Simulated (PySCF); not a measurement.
# F2Mn (MnF2): the cost of one run

Computed with PySCF 2.14.0 and routines of our own; the level stands in each step. Atoms count from 0.

## 1. The starting structure

3 atoms, charge 0, states of the metal's open shell are computed; geometry from: model start, shaken.

## 2. Geometry optimisation at PBE0-D3(BJ)/def2-TZVP

What the job is given:

```
{"job": {"xc": "PBE0", "basis": "def2-TZVP", "d3": "d3bj", "grid": 1, "maxiter": 45, "kind": "geom"}, "charge": 0, "metal": "Mn", "open_shell": "d5"}
Mn     0.000020     0.004480    -0.004110
F     -0.013360    -0.006820     1.875130
F      0.000900     0.020100    -1.897380
```

Command:

```bash
> OMP_NUM_THREADS=1 python lf_run.py task.json out
```

One launch serves the whole session: the jobs run in the order shown.

**Question.** How long does this first job take on 1 thread of Arm Neoverse V1, shared host, and how much memory does it need?

About 16 s, with a peak of 0.39 GiB.
